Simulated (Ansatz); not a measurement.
# C₂H₅BSn: small, medium and large basis sets

Aim: see how fast density functionals converge with the basis set for C₂H₅BSn.

The runs use Ansatz 0.2.0, Gaussian basis; one geometry, several basis sets.

Plan: PBE0-D4/def2-SVP; ωB97M-V/def2-SVP; PBE0-D4/def2-QZVPP; ωB97M-V/def2-QZVPP; the functionals' def2-TZVPP values are taken from earlier runs.

## (1) Structure used throughout

The geometry comes from an earlier relaxation with PBE0-D4 in a triple-zeta def2 set; it is a stationary point, not always the lowest conformer. Sn takes the def2 core potential; no spin-orbit term is included.

SMILES `[BH2][SnH2][C]#C`, 9 atoms, charge 0, spin multiplicity 1.

Atoms are counted from 1 here; the program's logs count them from 0.

Bond lengths: B1–Sn2 2.242 Å, B1–H5 1.194 Å, B1–H6 1.192 Å, Sn2–C3 2.089 Å, Sn2–H7 1.708 Å, Sn2–H8 1.708 Å, C3–C4 1.207 Å, C4–H9 1.066 Å. Angles: Sn2–B1–H5 119.8°, Sn2–B1–H6 121.1°, H5–B1–H6 119.2°, B1–Sn2–C3 111.2°, B1–Sn2–H7 112.4°, B1–Sn2–H8 112.3°, C3–Sn2–H7 106.4°, C3–Sn2–H8 106.4°, H7–Sn2–H8 107.9°, Sn2–C3–C4 178.4°, C3–C4–H9 179.7°.

## (2) PBE0-D4 in def2-SVP

The input, in.yaml:

```yaml
crystal:
  periodic: [false, false, false]
  atoms:
    - {symbol: B, position_ang: [-1.138473, 1.396521, -0.993425]}
    - {symbol: Sn, position_ang: [0.085490, -0.470209, -0.784417]}
    - {symbol: C, position_ang: [0.771918, -0.707287, 1.174792]}
    - {symbol: C, position_ang: [1.152851, -0.815234, 2.315058]}
    - {symbol: H, position_ang: [-1.606263, 1.682784, -2.053607]}
    - {symbol: H, position_ang: [-1.332140, 2.112803, -0.060184]}
    - {symbol: H, position_ang: [1.472269, -0.452726, -1.781465]}
    - {symbol: H, position_ang: [-0.808960, -1.877527, -1.154656]}
    - {symbol: H, position_ang: [1.491910, -0.915426, 3.320805]}
basis:
  gaussian: {orbitals: def2-SVP}
hamiltonian: {xc: pbe0, dispersion: d4}
output: {orbitals: {seedname: orbitals}}
```

The run is started by

```bash
> ansatz run in.yaml --threads 2 --pin off --events-out ev --progress --plain --max-ram 4352MiB
```

The runs that follow: ωB97M-V in def2-SVP; PBE0-D4 in def2-QZVPP; ωB97M-V in def2-QZVPP.

**Question.** What will the summary of the whole plan be? Wanted: PBE0-D4: double and triple zeta above quadruple; ωB97M-V: double and triple zeta above quadruple.

As calculated:

| quantity | value |
| --- | --- |
| PBE0-D4: double and triple zeta above quadruple | 3.64, 0.22 eV |
| ωB97M-V: double and triple zeta above quadruple | 3.86, 0.20 eV |

**Reading.** PBE0-D4 gains 3.43 eV from double to triple zeta, then 0.22 eV more. Total energies overstate the basis error of differences, where much of it tends to cancel.
